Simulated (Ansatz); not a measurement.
**Ga: a surface, (210), 5 layers**

What do the surfaces of Ga (210), 5 layers cost, and how tightly do they hold an electron? Methods of the runs shown: PAW. Its runs: bulk cell relaxed (PAW); bulk in the slab's orientation (PAW); the reference run (PAW); atoms relaxed (PAW); vacuum of 22 Å (PAW); Ge in place of Ga in the outer layer (PAW); Ge in place of Ga in the middle layer (PAW).

Method: DFT, PBEsol, PAW with Ansatz's default frozen-core files, scalar-relativistic, in Ansatz 0.2.0.

1 further run of the same task is left out (it didn't finish). Runs told in other sessions of the task aren't counted.

### 1 Starting point

It takes space group Im-3m (No. 229, cubic). Conventional cell: a = 3.362 Å, b = 3.362 Å, c = 3.362 Å, α = 90.00°, β = 90.00°, γ = 90.00°. Ga (site symmetry m-3m) is surrounded by 8 Ga at 2.91 Å.

As a file:

```
Ga
1.0
    -1.68099    1.68099    1.68099
     1.68099   -1.68099    1.68099
     1.68099    1.68099   -1.68099
Ga
1
Cartesian
  0.0000 0.0000 0.0000
```

### 2 Bulk cell relaxed, PAW

input.yaml reads:

```yaml
crystal:
  lattice:
    - [-1.6809877034, 1.6809877034, 1.6809877034]
    - [1.6809877034, -1.6809877034, 1.6809877034]
    - [1.6809877034, 1.6809877034, -1.6809877034]
  atoms:
    - { symbol: Ga, position: [0.0, 0.0, 0.0] }
kpoints:
  mp_grid: { grid: [18, 18, 18] }
scf:
  occupations: { method: fermi_dirac, width: 0.1 }
hamiltonian:
  xc: pbesol
  pseudopotentials: { kind: paw }
output:
  forces: true
  stress: true
  write_density: true
  write_potential: true
  elf: true
  volumetric_format: npy
relax:
  f_tol: 0.005
  max_steps: 40
  cell: {}
```

Command:

```sh
$ ansatz run input.yaml --threads 2 --pin off --max-ram 4096MiB --backend cpu --events-out ev --progress --plain --runs-dir out
```

The runs that follow: Bulk in the slab's orientation, PAW; Slab as cut, PAW; Atoms relaxed, PAW; Vacuum of 22 Å, PAW; Ge in place of Ga in the outer layer, PAW; Ge in place of Ga in the middle layer, PAW.

Q: Predict the outcome of this session. Wanted: surface energy; work function; outer layer spacing; surface core-level shift by Z+1.

**Answer**, as computed:

```
                             quantity          value
        surface energy (PAW, relaxed)      0.72 J/m²
         work function (PAW, relaxed)        4.37 eV
            outer layer spacing (PAW)  0.74 → 1.10 Å
surface core-level shift by Z+1 (PAW)       -0.22 eV
```

By PAW the surface costs 0.74 J/m² as cut and 0.72 J/m² relaxed. The outermost spacing changes by +48.8 % (PAW). Vacuum of 22 Å moves the work function by less than 0.01 eV (PAW). Putting the next element in the outer rather than the middle layer costs -0.22 eV (PAW); in the Z+1 picture that is the binding energy at the surface less that inside. Thickness wasn't converged, and no reconstruction was sought.
